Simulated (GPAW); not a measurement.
## NbRu3C in GPAW: tuning use of symmetry

Crystal: NbRu3C.

```
Ru Nb C
1.0
     4.06514    0.00000    0.00000
     0.00000    4.06514    0.00000
     0.00000    0.00000    4.06514
Ru Nb C
3 1 1
Direct
  0.50000 0.50000 0.00000
  0.50000 0.00000 0.50000
  0.00000 0.50000 0.50000
  0.00000 0.00000 0.00000
  0.50000 0.50000 0.50000
```

The cell comes from a database or a generator and needn't be the stable form of this composition.

* Program: GPAW 26.7.0
* Task: tuning run
* Functional: PBEsol
* Potentials or basis: PAW data sets generated in the run's folder for this functional
* Cutoff: 800 eV
* Basis: pw
* k mesh: 5 × 5 × 5
* Occupations: fermi-dirac, width 0.05 eV
* Spin: no spin polarisation

These are the settings of the first run; the series varies use of symmetry, with any setting tied to it.

Hardware: 1 thread of Arm Neoverse N1.

```tsv
use of symmetry	energy less the last converged row (meV/atom)	SCF cycles	wall time (s)	peak memory (GiB)
default	0.00	12	79	0.23
off	timed out after 910 s	-	-	-
point_group=False	0.00	15	520	0.43
symmorphic=False	0.00	12	80	0.23
time_reversal=False	0.00	12	80	0.23
```

Fastest here: default (79 s), level within noise with symmorphic=False, time_reversal=False; slowest of those that converged: point_group=False (520 s). These are single runs, one after another on one machine, so differences under about a fifth mean little.
